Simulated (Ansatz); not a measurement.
# C (diamond type): the cost of one run

Program: Ansatz 0.2.0. Level of theory: DFT LDA, with the methods named in each step. These are calculated values, not measurements.

**1. The system as given**

Symmetry: Fd-3m, No. 227, cubic system. The conventional cell has a = 3.532 Å, b = 3.532 Å, c = 3.532 Å, α = 90.00°, β = 90.00°, γ = 90.00°. C (site symmetry -43m) has 4 C at 1.53 Å as nearest neighbours.

Structure file:

```cif
data_structure
_symmetry_space_group_name_H-M 'P 1'
_symmetry_Int_Tables_number 1
_cell_length_a 2.4973
_cell_length_b 2.4973
_cell_length_c 2.4973
_cell_angle_alpha 60.000
_cell_angle_beta 60.000
_cell_angle_gamma 60.000
_cell_volume 11.01
loop_
_atom_site_label
_atom_site_type_symbol
_atom_site_fract_x
_atom_site_fract_y
_atom_site_fract_z
_atom_site_occupancy
C1 C 0.87500 0.87500 0.87500 1
C2 C 0.12500 0.12500 0.12500 1
```

Whether this phase is the stable one at these pressures isn't tested.

Atoms are numbered in the order of the input: C1, C2.

**2. The reference volume, LAPW**

input.yaml

```yaml
crystal:
  lattice:
    - [0.0, 1.7658694851, 1.7658694851]
    - [1.7658694851, 0.0, 1.7658694851]
    - [1.7658694851, 1.7658694851, 0.0]
  atoms:
    - { symbol: C, position: [-0.125, -0.125, -0.125] }
    - { symbol: C, position: [0.125, 0.125, 0.125] }
kpoints:
  mp_grid: { grid: [20, 20, 20] }
  band_path:
    path:
      - [0.0, 0.0, 0.0]
      - [0.5, 0.0, 0.5]
      - [0.625, 0.25, 0.625]
      - [0.375, 0.375, 0.75]
      - [0.0, 0.0, 0.0]
      - [0.5, 0.5, 0.5]
      - [0.5, 0.25, 0.75]
      - [0.5, 0.0, 0.5]
    npoints: 14
scf:
  occupations: { method: fermi_dirac, width: 0.08 }
hamiltonian:
  xc: lda
  pseudopotentials: { kind: all_electron, lapw: { basis_error: 0.001 } }
output:
  forces: true
  stress: true
  eigenvalues: true
  populations: true
  dos: { projected: true, de: 0.2, e_range: [-14, 8] }
```

Started as:

```bash
$ ansatz run input.yaml --threads 1 --pin off --max-ram 2048MiB --backend cpu --events-out ev --progress --plain --runs-dir out
```

What time and memory should one allow on 1 thread of Arm Neoverse V1, shared host?

About 17 s, with a peak of 0.36 GiB.
